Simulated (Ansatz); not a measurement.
# MoO+ (sextet): wave-function methods side by side, def2-TZVPP

The task here is to estimate one member of a computed series from the others.

Program: Ansatz 0.2.0, Gaussian basis. Level of theory: def2-TZVPP, core rule «outside noble gas», up to 5 orbitals frozen. These are calculated values, not measurements.

To be run: UHF; CCSD(T) on ROHF; CCSD(T) on UHF; CCSDT(Q) on ROHF; CCSDT(Q) on UHF.

9 further runs of the same task are left out: 4 for a known fault of the program, 5 set aside as unsound or not needed.

**The geometry**

The geometry is a PBE0/def2-TZVP stationary point (not a proven minimum) of the parent state, kept for this charge and spin. No spin-orbit coupling is included. Elements past krypton take def2 core potentials.

2 atoms, charge 1, spin multiplicity 6.

Atoms are counted from 1 here; the program's logs count them from 0.

Bond lengths: Mo1–O2 1.990 Å.

Geometry (Å):

```
Mo    0.0000    0.0000    0.0000
O     0.0000    0.0000    1.9898
```

Set-up of the first run:

in.yaml

```yaml
crystal:
  periodic: [false, false, false]
  atoms:
    - {symbol: Mo, position_ang: [0.000000, 0.000000, 0.000000]}
    - {symbol: O, position_ang: [0.000000, 0.000000, 1.989800]}
basis:
  gaussian: {orbitals: def2-TZVPP}
total_charge: 1
magnetization: {spin_polarized: true, initial_magnetization: 5}
hamiltonian: {xc: hf}
output: {orbitals: {seedname: orbitals}}
```

Launch:

```
> ansatz run in.yaml --threads 1 --pin off --events-out ev --progress --plain --max-ram 3968MiB --backend cpu
```

Steps of the session up to this table: UHF; CCSD(T) on ROHF; CCSD(T) on UHF; CCSDT(Q) on ROHF; CCSDT(Q) on UHF.

One of the session's tables, all rows but one given; the rest of the session is left out.

It belongs to the step «Misses and costs». 

| method | from RCCSDT(Q) (kJ/mol) |
| --- | --- |
| ROHF | +800.0 |
| UHF | +774.1 |
| RMP2 | +86.1 |
| UMP2 | +76.6 |
| RCCSD | +39.9 |
| UCCSD | +30.8 |
| RCCSD(T) | +6.9 |
| UCCSD(T) | ? |
| RCCSDT | +1.7 |
| UCCSDT | -6.6 |
| RCCSDT(Q) | 0 |
| UCCSDT(Q) | -9.6 |

**Question.** Estimate the row for UCCSD(T).

The run gave: from RCCSDT(Q) (kJ/mol): -1.4. In the column «from RCCSDT(Q) (kJ/mol)» it lies between UCCSDT (-6.6) and RCCSDT(Q) (0).

To keep in mind: Restricted and unrestricted rows rest on different reference determinants; where their highest levels disagree by more than a few hundredths of an eV, they describe different states and don't form one ladder.
